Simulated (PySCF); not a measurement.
# C4H4ClOP: the cost of one run

Computed with PySCF 2.14.0 and routines of our own; the level stands in each step. Atoms count from 0.

## 1. The starting structure

11 atoms, charge 0, multiplicity 1; geometry from: GFN2-xTB.

## 2. Optimising the geometry at PBE0/cc-pVDZ

The job: settings as JSON, then the geometry in Å.

```
{"job": {"xc": "PBE0", "basis": "cc-pVDZ", "grid": 1, "kind": "geom"}, "charge": 0, "multiplicity": 1}
O     -2.421102    -0.098328     1.112911
P     -1.344412    -0.364197     0.162143
C     -0.529238     1.013359    -0.692983
C      0.792340     0.908050    -0.530928
C      1.214487    -0.227722     0.284314
Cl     2.883753    -0.460887     0.580389
C      0.236687    -1.013838     0.756927
H     -1.694098    -1.228521    -0.874122
H     -1.032376     1.778423    -1.257935
H      1.529336     1.583448    -0.935608
H      0.370047    -1.887117     1.368929
```

Started as:

```sh
$ OMP_NUM_THREADS=1 python excited_run.py task.json out
```

One launch serves the whole session: the jobs run in the order shown.

**Question.** How long does this first job take on 1 thread of Arm Neoverse V1, shared host, and how much memory does it need?

About 29 s, with a peak of 0.57 GiB.
